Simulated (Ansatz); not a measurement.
# CH₃ClOSn: a ladder of functionals and wavefunction methods

Aim: compute CH₃ClOSn with functionals from several rungs and with coupled cluster. The yardstick is the atomisation energy at the CCSD(T) limit.

Computed with Ansatz 0.2.0, Gaussian basis. Level: functionals in def2-TZVPP, the program's frozen cores in correlated methods.

Plan: LDA (SPW92), PBE-D4, revPBE-D4, BLYP-D4, r2SCAN-D4, B97M-V, PBE0-D4, B3LYP-D4, r2SCANh-D4, r2SCAN0-D4, HSE06-D4, BHLYP-D4, CAM-B3LYP-D4, LC-ωPBE, ωB97X-V, ωB97M-V, B2PLYP, PBE-QIDH; CCSD(T)/def2-SVP; CCSD(T)/def2-TZVPP; MP2/def2-QZVPP; extrapolation to the limit; RPA on PBE.

## 1. The relaxed structure

An earlier PBE0-D4 in a triple-zeta def2 set relaxation fixed the geometry. Sn takes the def2 core potential; no spin-orbit term is included.

7 atoms, charge 0, spin multiplicity 1.

Atoms are counted from 1 here; the program's logs count them from 0.

Bond lengths: Cl1–Sn2 2.429 Å, Sn2–O4 2.397 Å, Sn2–H5 1.777 Å, C3–O4 1.210 Å, C3–H6 1.100 Å, C3–H7 1.100 Å. Angles: Cl1–Sn2–O4 87.0°, Cl1–Sn2–H5 93.3°, O4–Sn2–H5 82.9°, O4–C3–H6 121.1°, O4–C3–H7 119.4°, H6–C3–H7 119.5°, Sn2–O4–C3 125.2°.

## 2. LDA

This LDA is Slater exchange with PW92 correlation.

The input, in.yaml:

```yaml
crystal:
  periodic: [false, false, false]
  atoms:
    - {symbol: Cl, position_ang: [1.113898, -1.605602, -1.230749]}
    - {symbol: Sn, position_ang: [-1.037907, -1.738808, -0.112600]}
    - {symbol: C, position_ang: [0.092721, 1.306769, -0.061217]}
    - {symbol: O, position_ang: [-0.800777, 0.601689, 0.348905]}
    - {symbol: H, position_ang: [-0.305452, -1.904095, 1.497992]}
    - {symbol: H, position_ang: [0.909191, 0.892353, -0.670892]}
    - {symbol: H, position_ang: [0.089624, 2.379494, 0.182862]}
basis:
  gaussian: {orbitals: def2-TZVPP}
hamiltonian: {xc: lda}
output: {orbitals: {seedname: orbitals}}
```

Started as:

```sh
ansatz run in.yaml --threads 2 --pin off --events-out ev --progress --plain --max-ram 4352MiB
```

After this run come: PBE-D4 (GGA); revPBE-D4 (GGA); BLYP-D4 (GGA); r2SCAN-D4 (meta-GGA); B97M-V (meta-GGA); PBE0-D4 (hybrid); B3LYP-D4 (hybrid); r2SCANh-D4 (hybrid); r2SCAN0-D4 (hybrid); HSE06-D4 (hybrid); BHLYP-D4 (hybrid); CAM-B3LYP-D4 (range-separated); LC-ωPBE (range-separated); ωB97X-V (range-separated); ωB97M-V (range-separated); B2PLYP (double hybrid); PBE-QIDH (double hybrid); CCSD(T) in def2-SVP; CCSD(T) in def2-TZVPP; MP2 in def2-QZVPP; RPA on PBE orbitals.

Before running them: what should the planned runs give, taken together? Wanted: atomisation energy, CCSD(T)/CBS; farthest beyond LDA; mean size of error, GGA; mean size of error, meta-GGA; mean size of error, hybrid; mean size of error, range-separated; mean size of error, double hybrid; gap, smallest and largest; T1 diagnostic.

As calculated:

| quantity | value |
| --- | --- |
| atomisation energy, CCSD(T)/CBS | 2299.6 kJ/mol |
| functionals within 23.0 kJ/mol (1.0 %) | revPBE-D4, BLYP-D4, r2SCAN-D4, B97M-V, B3LYP-D4, CAM-B3LYP-D4, ωB97X-V, ωB97M-V |
| farthest beyond LDA | BHLYP-D4 (-110.0 kJ/mol) |
| mean size of error, GGA | 26.0 kJ/mol |
| mean size of error, meta-GGA | 12.7 kJ/mol |
| mean size of error, hybrid | 46.8 kJ/mol |
| mean size of error, range-separated | 20.9 kJ/mol |
| mean size of error, double hybrid | 50.4 kJ/mol |
| gap, smallest and largest | 1.70 eV (LDA (SPW92)), 8.84 eV (LC-ωPBE) |
| T1 diagnostic | 0.0159 |
| triples share of the correlation energy | 3.7 % |

**Reading.** LDA overbinds by 363.6 kJ/mol (16 %). PBE-D4 misses by +50.4 kJ/mol. Double hybrids carry the basis error of their MP2 part in triple zeta, and no dispersion term here, so their miss is partly the set-up's. The rungs meta-GGA, range-separated miss on average by less than the doubt on the reference (23.0 kJ/mol), so they tie. The reference freezes the cores and leaves out spin-orbit coupling and excitations past (T), and its outer-core shells are covered unevenly, so misses under about 23.0 kJ/mol can't be ranked. All levels share the lack of spin-orbit coupling, which lowers the free heavy atoms and so the true binding. Hartree-Fock recovers 68 % of the binding; the rest is correlation. CCSD(T) in def2-SVP is off by -163.7 kJ/mol, more than most functionals: a good method in a small basis is no reference. The gap grows from 1.7 to 8.8 eV across the functionals, mostly with the share of exact exchange. Correlated methods include outer-core shells of Sn, which these sets cover unevenly.
